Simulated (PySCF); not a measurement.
**[PbF3(H2O)]+: other functionals and bases at one geometry**

One table from this session's results is given with a row withheld; the runs are named, their logs left out.

Program: PySCF 2.14.0. Level of theory: several levels, as the steps say, no spin–orbit coupling. These are calculated values, not measurements.

1 further run of the same task is left out (for a known fault of the program).

### The system as given

7 atoms, charge 1, spin multiplicity 1.

Bond lengths: Pb1–F2 1.983 Å, Pb1–F3 1.980 Å, Pb1–F4 1.983 Å, Pb1–O5 2.263 Å, O5–H6 0.973 Å, O5–H7 0.973 Å. Angles: F2–Pb1–F3 118.0°, F2–Pb1–F4 120.7°, F2–Pb1–O5 93.9°, F3–Pb1–F4 118.0°, F3–Pb1–O5 100.3°, F4–Pb1–O5 93.9°, Pb1–O5–H6 124.1°, Pb1–O5–H7 124.1°, H6–O5–H7 109.3°.

Coordinates:

```xyz
7
charge 1, multiplicity 1
Pb    0.0976   -0.1399    0.1399
F     0.9670    1.4001    1.0366
F    -1.2830   -1.1435    1.1435
F     0.9670   -1.0366   -1.4001
O    -1.2155    1.1636   -1.1636
H    -1.4221    2.0948   -0.9724
H    -1.4221    0.9724   -2.0948
```

Formal oxidation states: Pb +4. An earlier session relaxed this geometry at PBE0, Pb def2-SVP with ECP60, F def2-SVP, O def2-SVP, H def2-SVP (singlet, point group Cs).

At PBE0 on the finer grid: E = -567.829036 Eh, HOMO -17.04 eV, LUMO -11.13 eV, Mulliken charge on Pb1 +1.60 e, largest force component 0.063 eV/Å. 

Levels to run: TPSSh; BLYP; PBE0, TZVP. Hardware: 2 threads of Arm Neoverse V2, shared host.

The first run:

run.py (the lines that set the calculation) reads:

```python
mol = gto.M(atom='''
Pb     0.09763    -0.13995     0.13995
F      0.96700     1.40008     1.03659
F     -1.28297    -1.14345     1.14345
F      0.96700    -1.03659    -1.40008
O     -1.21551     1.16363    -1.16363
H     -1.42207     2.09484    -0.97235
H     -1.42207     0.97235    -2.09484''',
    basis={'Pb': 'def2-SVP', 'F': 'def2-SVP', 'O': 'def2-SVP', 'H': 'def2-SVP'},
    ecp={'Pb': 'def2-SVP'},
    charge=1, spin=0)
mf = dft.RKS(mol, xc='TPSSH')
mf.grids.atom_grid = (75, 302)
mf = mf.density_fit()  # fitting sets: Pb def2-universal-JKFIT, F def2-universal-JKFIT, O def2-universal-JKFIT, H def2-universal-JKFIT
mf.conv_tol = 1e-08; mf.max_cycle = 55
mf.kernel(dm0)  # dm0: the density of the relaxed state
```

The run is started by

```
OMP_NUM_THREADS=2 python run.py
```

Among the steps run: TPSSh; BLYP; PBE0, TZVP.

One table of the session follows, with a row left open; its other results are not shown here.

| level | HOMO (eV) | gap (eV) | charge on Pb1 (e) | dipole (D) | largest force component (eV/Å) |
| --- | --- | --- | --- | --- | --- |
| PBE0 (relaxed here) | -17.04 | 5.91 | 1.60 | 5.58 | 0.06 |
| TPSSh | -15.90 | 4.40 | 1.54 | 5.55 | 0.25 |
| BLYP | ? | ? | ? | ? | ? |
| PBE0, TZVP | -17.17 | 5.93 | 1.70 | 5.57 | 0.68 |

Q: Estimate the row for BLYP from the others.

The run gave: HOMO (eV): -14.73; gap (eV): 3.00; charge on Pb1 (e): 1.39; dipole (D): 5.56; largest force component (eV/Å): 0.78. In the column «HOMO (eV)» it is the highest.

The dipole of a charged species depends on the origin, so these sizes hold for this origin alone.

In one basis the HOMO–LUMO gap runs from 3.00 eV (BLYP) to 5.91 eV (PBE0). The largest leftover force, 0.78 eV/Å with BLYP, stands at a geometry relaxed at another level. Total energies of different levels can't be compared.
